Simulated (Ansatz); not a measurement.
# AlH6NOSSi: up Jacob's ladder to CCSD(T)

The task here is to estimate one member of a computed series from the others.

Computed with Ansatz 0.2.0, Gaussian basis. Level: functionals in def2-TZVPP, the program's frozen cores in correlated methods.

The runs, in order: LDA (SPW92), PBE-D4, revPBE-D4, BLYP-D4, r2SCAN-D4, B97M-V, PBE0-D4, B3LYP-D4, r2SCANh-D4, r2SCAN0-D4, HSE06-D4, BHLYP-D4, CAM-B3LYP-D4, LC-ωPBE, ωB97X-V, ωB97M-V, B2PLYP, PBE-QIDH; CCSD(T)/def2-SVP; CCSD(T)/def2-TZVPP; MP2/def2-QZVPP; extrapolation to the limit; RPA on PBE.

## Structure used throughout

All runs share one geometry, relaxed beforehand with PBE0-D4 in a triple-zeta def2 set.

SMILES `[NH2][Al]([SH])[O][SiH3]`, 11 atoms, charge 0, spin multiplicity 1.

Atoms are counted from 1 here; the program's logs count them from 0.

Bond lengths: N1–Al2 1.754 Å, N1–H6 1.006 Å, N1–H7 1.006 Å, Al2–S3 2.179 Å, Al2–O4 1.682 Å, S3–H8 1.344 Å, O4–Si5 1.623 Å, Si5–H9 1.486 Å, Si5–H10 1.490 Å, Si5–H11 1.487 Å. Angles: Al2–N1–H6 125.0°, Al2–N1–H7 124.3°, H6–N1–H7 110.7°, N1–Al2–S3 120.0°, N1–Al2–O4 119.8°, S3–Al2–O4 120.2°, Al2–S3–H8 92.2°, Al2–O4–Si5 159.2°, O4–Si5–H9 110.1°, O4–Si5–H10 110.6°, O4–Si5–H11 110.1°, H9–Si5–H10 108.6°, H9–Si5–H11 108.9°, H10–Si5–H11 108.5°.

The first run:

in.yaml reads:

```yaml
crystal:
  periodic: [false, false, false]
  atoms:
    - {symbol: N, position_ang: [-1.162574, 2.278122, 0.047979]}
    - {symbol: Al, position_ang: [-0.049165, 0.994496, -0.388588]}
    - {symbol: S, position_ang: [1.467382, 1.340564, -1.914716]}
    - {symbol: O, position_ang: [-0.155986, -0.501500, 0.373817]}
    - {symbol: Si, position_ang: [0.186528, -2.044888, 0.740802]}
    - {symbol: H, position_ang: [-1.168998, 3.199317, -0.356451]}
    - {symbol: H, position_ang: [-1.885749, 2.189348, 0.742213]}
    - {symbol: H, position_ang: [1.948357, 0.091028, -1.794633]}
    - {symbol: H, position_ang: [0.551011, -2.158682, 2.177360]}
    - {symbol: H, position_ang: [1.328820, -2.537593, -0.079791]}
    - {symbol: H, position_ang: [-0.994426, -2.907112, 0.472607]}
basis:
  gaussian: {orbitals: def2-TZVPP}
hamiltonian: {xc: lda}
output: {orbitals: {seedname: orbitals}}
```

On the command line:

```
$ ansatz run in.yaml --threads 4 --pin off --events-out ev --progress --plain --max-ram 10444MiB
```

Steps of the session up to this table: LDA; PBE-D4 (GGA); revPBE-D4 (GGA); BLYP-D4 (GGA); r2SCAN-D4 (meta-GGA); B97M-V (meta-GGA); B3LYP-D4 (hybrid); r2SCANh-D4 (hybrid); r2SCAN0-D4 (hybrid); HSE06-D4 (hybrid); BHLYP-D4 (hybrid); CAM-B3LYP-D4 (range-separated); LC-ωPBE (range-separated); ωB97X-V (range-separated); ωB97M-V (range-separated); B2PLYP (double hybrid); PBE-QIDH (double hybrid).

One table of the session follows, with a row left open; its other results are not shown here.

It belongs to the step «Orbital energies across the functionals». 

| functional | HOMO (eV) | gap (eV) |
| --- | --- | --- |
| LDA (SPW92) | -6.26 | 4.74 |
| PBE-D4 | -6.10 | 4.83 |
| revPBE-D4 | -6.04 | 4.90 |
| BLYP-D4 | -5.94 | 4.75 |
| r2SCAN-D4 | -6.40 | 5.57 |
| B97M-V | -6.45 | 5.33 |
| PBE0-D4 | -7.42 | 6.98 |
| B3LYP-D4 | -7.15 | 6.45 |
| r2SCANh-D4 | ? | ? |
| r2SCAN0-D4 | -7.62 | 7.44 |
| HSE06-D4 | -7.02 | 6.20 |
| BHLYP-D4 | -8.55 | 8.86 |
| CAM-B3LYP-D4 | -8.77 | 9.21 |
| LC-ωPBE | -10.21 | 11.90 |
| ωB97X-V | -9.82 | 11.28 |
| ωB97M-V | -9.67 | 10.79 |

Q: Estimate the row for r2SCANh-D4 from the others.

Worked estimate for «HOMO (eV)». Against the share of exact exchange, r2SCAN-D4 (0, -6.40), r2SCAN0-D4 (0.25, -7.62) give a slope of -4.88 per unit share; at 0.1 the line stands at -6.89.

**Answer.** HOMO (eV): -6.89; gap (eV): 6.32. In «HOMO (eV)» the line misses by 0.00.
